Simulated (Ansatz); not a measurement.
**CH₄GeOS: small, medium and large basis sets**

An exercise on one series of results from a longer session: the logs are not shown, and one member is left open.

The runs use Ansatz 0.2.0, Gaussian basis; one geometry, several basis sets.

The runs, in order: PBE0-D4/def2-SVP; ωB97M-V/def2-SVP; PBE0-D4/def2-QZVPP; ωB97M-V/def2-QZVPP; the functionals' def2-TZVPP values are taken from earlier runs.

### Structure used throughout

An earlier PBE0-D4 in a triple-zeta def2 set relaxation fixed the geometry.

SMILES `C[S][Ge][OH]`, 8 atoms, charge 0, spin multiplicity 1.

Atoms are counted from 1 here; the program's logs count them from 0.

Bond lengths: C1–S2 1.811 Å, C1–H5 1.091 Å, C1–H6 1.089 Å, C1–H7 1.091 Å, S2–Ge3 2.254 Å, Ge3–O4 1.787 Å, O4–H8 0.961 Å. Angles: S2–C1–H5 111.3°, S2–C1–H6 107.3°, S2–C1–H7 111.3°, H5–C1–H6 108.2°, H5–C1–H7 110.4°, H6–C1–H7 108.2°, C1–S2–Ge3 106.5°, S2–Ge3–O4 101.6°, Ge3–O4–H8 117.2°.

Coordinates:

```mol
CH4GeOS
  3D, bonds by distance, orders not assigned

  8  7  0  0  0  0  0  0  0  0999 V2000
   -0.6488    0.8082   -0.2338 C   0  0
    1.0406    1.1850    0.2985 S   0  0
    2.0546   -0.7948    0.6611 Ge  0  0
    0.7470   -1.9473    0.2660 O   0  0
   -0.6539    0.2389   -1.1647 H   0  0
   -1.1518    1.7577   -0.4137 H   0  0
   -1.1992    0.2732    0.5418 H   0  0
   -0.0964   -1.5781   -0.0109 H   0  0
  1  2  8  0
  2  3  8  0
  3  4  8  0
  1  5  8  0
  1  6  8  0
  1  7  8  0
  4  8  8  0
M  END
```

The first run:

Contents of in.yaml:

```yaml
crystal:
  periodic: [false, false, false]
  atoms:
    - {symbol: C, position_ang: [-0.648755, 0.808213, -0.233806]}
    - {symbol: S, position_ang: [1.040551, 1.184952, 0.298548]}
    - {symbol: Ge, position_ang: [2.054568, -0.794794, 0.661104]}
    - {symbol: O, position_ang: [0.747004, -1.947272, 0.266027]}
    - {symbol: H, position_ang: [-0.653919, 0.238926, -1.164718]}
    - {symbol: H, position_ang: [-1.151795, 1.757729, -0.413732]}
    - {symbol: H, position_ang: [-1.199189, 0.273229, 0.541751]}
    - {symbol: H, position_ang: [-0.096367, -1.578084, -0.010875]}
basis:
  gaussian: {orbitals: def2-SVP}
hamiltonian: {xc: pbe0, dispersion: d4}
output: {orbitals: {seedname: orbitals}}
```

Started as:

```bash
> ansatz run in.yaml --threads 4 --pin off --events-out ev --progress --plain --max-ram 10444MiB
```

Among the steps run: PBE0-D4 in def2-SVP; ωB97M-V in def2-SVP; PBE0-D4 in def2-QZVPP; ωB97M-V in def2-QZVPP.

One table of the session follows, with a row left open; its other results are not shown here.

It belongs to the step «Density functionals: the series». 

```
functional       basis  HOMO (eV)  LUMO (eV)
   PBE0-D4    def2-SVP      -7.09      -1.72
   PBE0-D4  def2-TZVPP      -7.14      -1.83
   PBE0-D4  def2-QZVPP      -7.19      -1.89
   ωB97M-V    def2-SVP          ?          ?
   ωB97M-V  def2-TZVPP      -9.21       0.09
   ωB97M-V  def2-QZVPP      -9.26      -0.04
```

**Question.** Estimate the row for ωB97M-V, def2-SVP.

The run gave: HOMO (eV): -9.12; LUMO (eV): 0.24. In the column «HOMO (eV)» it lies between ωB97M-V, def2-TZVPP (-9.21) and PBE0-D4, def2-QZVPP (-7.19).
